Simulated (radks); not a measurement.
# K⁻ held by a Watson sphere

The task here is to estimate one member of a computed series from the others.

Program: radks (a radial shooting solver on a logarithmic mesh, Libxc functionals) version 1. Level of theory: non-relativistic Kohn-Sham, PBEsol, spin-unpolarised, spherical densities, point nucleus. These are calculated values, not measurements, unless marked.

## The system

| Item | Value |
| --- | --- |
| element | potassium (Z = 19) |
| charge | -1 |
| electrons | 20 |
| configuration | [Ar] 4s2 |

Outer shells as boxes (Hund's rule):

K⁻
```
[Ar] core
4s [↑↓]
```

The first run:

The run's settings:

```text
Z 19
configuration [Ar] 4s2
relativity non-relativistic
functional pbe_sol,pbe_sol
spin unpolarised
nucleus point
watson charge 1.31 radius 2.38 bohr
response adiabatic LDA kernel
```

Steps of the session up to this table: R = 2.38 bohr; R = 3.03 bohr; R = 3.14 bohr; R = 3.17 bohr; R = 5.17 bohr.

One of the session's tables, all rows but one given; the rest of the session is left out.

```
R (bohr)  highest level (eV)  its <r> (bohr)  sum of <r²> (bohr²)  α (bohr³)
    2.38              -5.469           3.937                55.06      128.7
    3.03              -5.293           4.096                58.08      145.5
    3.14              -5.251           4.131                58.71      149.7
    3.17                   ?               ?                    ?          ?
    5.17              -4.270           4.889                73.82      279.4
```

Estimate the missing values for R (bohr) = 3.17.

Worked estimate for «highest level (eV)». A straight line through the neighbours (3.14, -5.251) and (5.17, -4.270) gives -5.251 + (-4.270 + 5.251) × (3.17 − 3.14) / (5.17 − 3.14) = -5.237; a parabola fitted to 3 rows on both sides gives -5.239.

As computed: highest level (eV): -5.239; its <r> (bohr): 4.141; sum of <r²> (bohr²): 58.89; α (bohr³): 151.0. In «highest level (eV)» the line misses by +0.002 and the parabola by 0.000.

In words: From R = 2.38 to 5.17 bohr the top level moves from -5.469 to -4.270 eV and its mean radius from 3.94 to 4.89 bohr. A wider sphere makes a shallower well, so the ion swells. The polarisability goes from 129 to 279 bohr³. Response by self-consistent Sternheimer equations with the Hartree and adiabatic LDA kernel.
